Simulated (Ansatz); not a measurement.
# AlIn3As4: the cost of one run

Computed with Ansatz 0.2.0 (DFT PBE, scalar-relativistic, plane waves, PAW, unless a step's input says otherwise).

1 further run of the same task is left out (it didn't finish). Runs told in other sessions of the task aren't counted.

### 1 Starting point

The structure is tetragonal, space group P-4m2 (No. 115). The conventional cell has a = 4.286 Å, b = 4.286 Å, c = 12.159 Å, α = 90.00°, β = 90.00°, γ = 90.00°. Around Al (site symmetry -4m2) lie 4 As at 2.52 Å. Around In (site symmetry 2mm) lie 4 As at 2.66 to 2.67 Å. In (site symmetry -4m2) has 4 As at 2.66 Å in its first shell of neighbours. As (site symmetry 2mm) is surrounded by 4 In at 2.66 Å. As (site symmetry 2mm) has 2 Al at 2.52 Å and 2 In at 2.67 Å in its first shell of neighbours.

As a file:

```xyz
8
Lattice="4.2857 0.0000 0.0000 0.0000 4.2857 0.0000 0.0000 0.0000 12.1589" Properties=species:S:1:pos:R:3 pbc="T T T"
Al    2.1428    2.1428    6.0795
In    0.0000    0.0000    9.0035
In    2.1428    2.1428    0.0000
In    0.0000    0.0000    3.1554
As    2.1428    0.0000    1.5779
As    0.0000    2.1428    4.7498
As    2.1428    0.0000    7.4092
As    0.0000    2.1428   10.5810
```

The cell was relaxed beforehand at this level, from a generated guess; it needn't be the stable form of this composition. At a tolerance of 0.05 Å it has space group P-4m2 (No. 115); it has 27.92 Å³/atom, an uncorrected energy of -0.29 eV/atom over the elements.

### 2 Static run: bands, density of states and charges

Contents of input.yaml:

```yaml
crystal:
  lattice:
    - [4.2856977, 0.0, 0.0]
    - [0.0, 4.2856977, 0.0]
    - [0.0, 0.0, 12.1589052]
  atoms:
    - { symbol: Al, position: [0.5, 0.5, 0.5] }
    - { symbol: In, position: [0.0, 0.0, 0.740484] }
    - { symbol: In, position: [0.5, 0.5, 0.0] }
    - { symbol: In, position: [0.0, 0.0, 0.259516] }
    - { symbol: As, position: [0.5, 0.0, 0.12977] }
    - { symbol: As, position: [0.0, 0.5, 0.39064] }
    - { symbol: As, position: [0.5, 0.0, 0.60936] }
    - { symbol: As, position: [0.0, 0.5, 0.87023] }
basis:
  ecutwfc: 420
kpoints:
  mp_grid: { grid: [10, 10, 4] }
  band_path:
    path:
      - [[0.0, 0.0, 0.0], [0.0, 0.5, 0.0], [0.5, 0.5, 0.0], [0.0, 0.0, 0.0], [0.0, 0.0, 0.5], [0.0, 0.5, 0.5], [0.5, 0.5, 0.5], [0.0, 0.0, 0.5]]
      - [[0.0, 0.5, 0.0], [0.0, 0.5, 0.5]]
      - [[0.5, 0.5, 0.0], [0.5, 0.5, 0.5]]
    npoints: 14
hamiltonian:
  xc: pbe
scf:
  occupations: { method: gaussian, width: 0.1 }
  n_extra_bands: 20
output:
  forces: true
  stress: true
  eigenvalues: true
  populations: true
  dos: { projected: true, de: 0.02, nscf_kmesh: { grid: [12, 12, 5] } }
  bader: true
  write_density: true
  write_potential: true
  elf: true
  volumetric_format: npy
```

The run is started by

```sh
$ ansatz run input.yaml --threads 4 --pin off --max-ram 8192MiB --backend cpu --events-out ev --progress --plain --runs-dir out
```

What time and memory should one allow on 4 threads of Arm Neoverse V1, shared host?

About 2.1 min, with a peak of 1.6 GiB.
